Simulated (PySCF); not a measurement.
**BLYP/6-31G(d) (spherical functions) run of CH4BFO (SMILES CB(O)F)**

Aim: a structure relaxation of CH4BFO. The job is set up through a Python script.

The calculation is run with PySCF 2.14.0.

2 further runs of the same task are left out: 2 set aside as unsound or not needed.

### Step 1. Starting point

The species is CH4BFO (8 atoms), meant as a singlet with charge 0. As SMILES, `CB(O)F`. The shape is that of a PBE0-D4/def2-TZVP optimisation. This is one conformer, not always the lowest. The run starts from this shape.

Bond lengths: C1–B2 1.558 Å, B2–O3 1.353 Å, B2–F4 1.343 Å, C1–H5 1.094 Å, C1–H6 1.090 Å, C1–H7 1.094 Å, O3–H8 0.962 Å. Angles: C1–B2–O3 122.1°, C1–B2–F4 119.9°, O3–B2–F4 118.0°, B2–C1–H5 110.3°, B2–C1–H6 112.6°, B2–C1–H7 110.2°, B2–O3–H8 112.8°, H5–C1–H6 108.7°, H5–C1–H7 106.1°, H6–C1–H7 108.7°.

### Step 2. A structure relaxation at BLYP/6-31G(d) (spherical functions)

Input file run.py:

```python
from pyscf import gto, dft
from pyscf.geomopt.geometric_solver import kernel as optimise

system = gto.M(
    atom='''
C     -0.375600     0.897500    -0.278300
B      0.324600    -0.465700     0.003700
O     -0.051000    -1.270300     1.024700
F      1.335700    -0.873300    -0.779900
H     -0.786300     0.909700    -1.292400
H     -1.178800     1.109000     0.426900
H      0.352700     1.713000    -0.235500
H      0.471000    -2.077000     1.075000
''',
    max_memory=1860,
    verbose=3,
    spin=0,
    basis='6-31g*',
)

mf = dft.RKS(system, xc='blyp')
mf.grids.level = 4
mf.conv_tol = 1e-10
converged, mol_eq = optimise(mf, maxsteps=60, convergence_set='GAU_TIGHT')
print('converged:', converged)
print(mol_eq.tostring())

mf.reset(mol_eq)
system = mol_eq
mf.kernel()
if not mf.converged:
    mf = mf.newton().run(mf.mo_coeff, mf.mo_occ)
e_final = mf.e_tot
print('E = %.10f Eh' % e_final)
```

Launch:

```
$ OMP_NUM_THREADS=1 python run.py
```

What values should one expect? Wanted: total energy at the end; dipole moment; HOMO energy; LUMO energy; HOMO–LUMO gap.

Answer, from the run:

Level: BLYP/6-31G* (spherical functions).

```
               quantity          value
total energy at the end  -240.47885 Eh
          dipole moment         0.58 D
            HOMO energy       -7.68 eV
            LUMO energy        0.46 eV
          HOMO–LUMO gap        8.14 eV
```

What this shows: At the final geometry: Bond lengths: C1–B2 1.576 Å, B2–O3 1.371 Å, B2–F4 1.360 Å, C1–H5 1.105 Å, C1–H6 1.101 Å, C1–H7 1.105 Å, O3–H8 0.981 Å. Angles: C1–B2–O3 121.3°, C1–B2–F4 120.5°, O3–B2–F4 118.2°, B2–C1–H5 110.7°, B2–C1–H6 112.5°, B2–C1–H7 110.7°, B2–O3–H8 110.8°, H5–C1–H6 108.3°, H5–C1–H7 106.0°, H6–C1–H7 108.3°. The optimisation took 24 steps and changed the energy by -0.034 eV.
